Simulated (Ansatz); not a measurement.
# SrCl: the cost of one run

Program: Ansatz 0.2.0. Level of theory: DFT PBE, scalar-relativistic, plane waves, PAW. These are calculated values, not measurements.

## (1) Starting point

The structure is orthorhombic, space group Fmmm (No. 69). The conventional cell has a = 5.908 Å, b = 6.283 Å, c = 6.706 Å, α = 90.00°, β = 90.00°, γ = 90.00°. Sr (site symmetry mmm) is surrounded by 6 Cl at 2.95 to 3.35 Å. Cl (site symmetry mmm) is surrounded by 6 Sr at 2.95 to 3.35 Å.

As a file:

```cif
data_structure
_symmetry_space_group_name_H-M 'Fmmm'
_symmetry_Int_Tables_number 69
_cell_length_a 5.9076
_cell_length_b 6.2834
_cell_length_c 6.7062
_cell_angle_alpha 90.000
_cell_angle_beta 90.000
_cell_angle_gamma 90.000
_cell_volume 248.93
loop_
_atom_site_label
_atom_site_type_symbol
_atom_site_symmetry_multiplicity
_atom_site_Wyckoff_symbol
_atom_site_fract_x
_atom_site_fract_y
_atom_site_fract_z
_atom_site_occupancy
Sr1 Sr 4 a 0.00000 0.00000 0.00000 1
Cl1 Cl 4 b 0.50000 0.00000 0.00000 1
```

The cell is invented: species swapped into a database cell of HCl (Fmmm, No. 69), with Sr on the H sites. Its size is a rough estimate.

## (2) A first look at the guess

Contents of input.yaml:

```yaml
crystal:
  lattice:
    - [0.0, 3.14169971, 3.35310388]
    - [2.95378514, 0.0, 3.35310388]
    - [2.95378514, 3.14169971, 0.0]
  atoms:
    - { symbol: Sr, position: [0.0, 0.0, 0.0] }
    - { symbol: Cl, position: [0.5, 0.5, 0.5] }
basis:
  ecutwfc: 420
kpoints:
  mp_grid: { grid: [6, 6, 6] }
hamiltonian:
  xc: pbe
scf:
  occupations: { method: gaussian, width: 0.1 }
  lower_state_search: "off"
output:
  forces: true
  stress: true
  eigenvalues: true
```

Launch:

```bash
> ansatz run input.yaml --threads 1 --pin off --max-ram 2560MiB --backend cpu --events-out ev --progress --plain --runs-dir out
```

**Question.** How long does this run take on 1 thread of Intel Xeon 6975P-C (Granite Rapids), shared host, and how much memory does it need?

About 1.2 s, with a peak of 0.39 GiB.
